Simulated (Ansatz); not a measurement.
# CH6BrNOSi: the cost of one run

Program: Ansatz 0.2.0, Gaussian basis. Level of theory: functionals in def2-TZVPP, the program's frozen cores in correlated methods. These are calculated values, not measurements.

Plan: PBE-D4, r2SCAN-D4, PBE0-D4, B3LYP-D4, ωB97X-V, ωB97M-V, B2PLYP; CCSD(T)/def2-TZVPP; MP2/def2-QZVPP; extrapolation to the limit.

### 1 The relaxed structure

The geometry comes from an earlier relaxation with PBE0-D4 in a triple-zeta def2 set; it is a stationary point, not always the lowest conformer.

SMILES `C[Si](N)(O)Br`, 11 atoms, charge 0, spin multiplicity 1.

Atoms are counted from 1 here; the program's logs count them from 0.

Bond lengths: C1–Si2 1.848 Å, C1–H6 1.093 Å, C1–H7 1.091 Å, C1–H8 1.093 Å, Si2–N3 1.694 Å, Si2–O4 1.637 Å, Si2–Br5 2.263 Å, N3–H9 1.007 Å, N3–H10 1.007 Å, O4–H11 0.958 Å. Angles: Si2–C1–H6 110.9°, Si2–C1–H7 110.6°, Si2–C1–H8 109.9°, H6–C1–H7 107.8°, H6–C1–H8 108.7°, H7–C1–H8 108.8°, C1–Si2–N3 110.1°, C1–Si2–O4 114.9°, C1–Si2–Br5 106.5°, N3–Si2–O4 106.3°, N3–Si2–Br5 114.1°, O4–Si2–Br5 105.1°, Si2–N3–H9 120.1°, Si2–N3–H10 120.7°, H9–N3–H10 111.7°, Si2–O4–H11 116.3°.

### 2 PBE-D4 (GGA)

File in.yaml:

```yaml
crystal:
  periodic: [false, false, false]
  atoms:
    - {symbol: C, position_ang: [-1.484064, 0.114947, -0.147394]}
    - {symbol: Si, position_ang: [0.331385, 0.129631, 0.198438]}
    - {symbol: N, position_ang: [1.142758, -0.871457, -0.901393]}
    - {symbol: O, position_ang: [0.751530, -0.391410, 1.691953]}
    - {symbol: Br, position_ang: [0.980862, 2.296613, 0.126480]}
    - {symbol: H, position_ang: [-1.689764, 0.443627, -1.168829]}
    - {symbol: H, position_ang: [-2.010044, 0.787602, 0.532331]}
    - {symbol: H, position_ang: [-1.879274, -0.895618, -0.018762]}
    - {symbol: H, position_ang: [2.116789, -1.088230, -0.764231]}
    - {symbol: H, position_ang: [0.895131, -0.870377, -1.877033]}
    - {symbol: H, position_ang: [0.909993, 0.287771, 2.349141]}
basis:
  gaussian: {orbitals: def2-TZVPP}
hamiltonian: {xc: pbe, dispersion: d4}
output: {forces: true, orbitals: {seedname: orbitals}}
```

Started as:

```
$ ansatz run in.yaml --threads 2 --pin off --events-out ev --progress --plain --max-ram 22528MiB --backend cpu
```

What time and memory should one allow on 2 threads of AMD EPYC 7R13, shared host?

About 5 s, with a peak of 0.43 GiB.
